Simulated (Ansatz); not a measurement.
# Ta3Ga: the cost of one run

Computed with Ansatz 0.2.0 (DFT PBE, scalar-relativistic, plane waves, PAW, unless a step's input says otherwise).

### 1 Starting point

It takes space group P6_3/mmc (No. 194, hexagonal). Conventional cell: a = 5.822 Å, b = 5.822 Å, c = 4.673 Å, α = 90.00°, β = 90.00°, γ = 120.00°. Around Ta (site symmetry mm2) lie 4 Ga at 2.88 to 2.91 Å and 8 Ta at 2.88 to 2.92 Å. Ga (site symmetry -6m2) has 12 Ta at 2.88 to 2.91 Å as nearest neighbours.

Coordinates:

```
Ta Ga
1.0
     5.82177    0.00000    0.00000
    -2.91088    5.04180    0.00000
     0.00000    0.00000    4.67287
Ta Ga
6 2
Direct
  0.83300 0.66600 0.25000
  0.16700 0.83300 0.75000
  0.33400 0.16700 0.25000
  0.16700 0.33400 0.75000
  0.83300 0.16700 0.25000
  0.66600 0.83300 0.75000
  0.33333 0.66667 0.25000
  0.66667 0.33333 0.75000
```

This is candidate A: Ni3Sn (D0_19) type (P6_3/mmc, No. 194).

(A quick probe on a coarse mesh, which set the mesh and smearing, is not shown.)

### 3 Rough relaxation on the coarse mesh (candidate A)

File input.yaml:

```yaml
crystal:
  lattice:
    - [5.8217690296, 0.0, 0.0]
    - [-2.9108845148, 5.0417998746, 0.0]
    - [0.0, 0.0, 4.6728679004]
  atoms:
    - { symbol: Ta, position: [0.833, 0.666, 0.25] }
    - { symbol: Ta, position: [0.167, 0.833, 0.75] }
    - { symbol: Ta, position: [0.334, 0.167, 0.25] }
    - { symbol: Ta, position: [0.167, 0.334, 0.75] }
    - { symbol: Ta, position: [0.833, 0.167, 0.25] }
    - { symbol: Ta, position: [0.666, 0.833, 0.75] }
    - { symbol: Ga, position: [0.3333333333, 0.6666666667, 0.25] }
    - { symbol: Ga, position: [0.6666666667, 0.3333333333, 0.75] }
basis:
  ecutwfc: 420
kpoints:
  mp_grid: { grid: [3, 3, 4] }
hamiltonian:
  xc: pbe
scf:
  occupations: { method: gaussian, width: 0.1 }
  lower_state_search: "off"
output:
  forces: true
  stress: true
  eigenvalues: true
relax:
  adjacent_minimum: "off"
  f_tol: 0.04
  max_steps: 70
  cell: { stress_tol: 0.4 }
```

The run is started by

```
$ ansatz run input.yaml --threads 1 --pin off --max-ram 2560MiB --backend cpu --events-out ev --progress --plain --runs-dir out
```

What time and memory should one allow on 1 thread of Intel Xeon Platinum 8259CL at 2.50GHz (Skylake/Cascade Lake), shared host?

About 39 s, with a peak of 0.5 GiB.
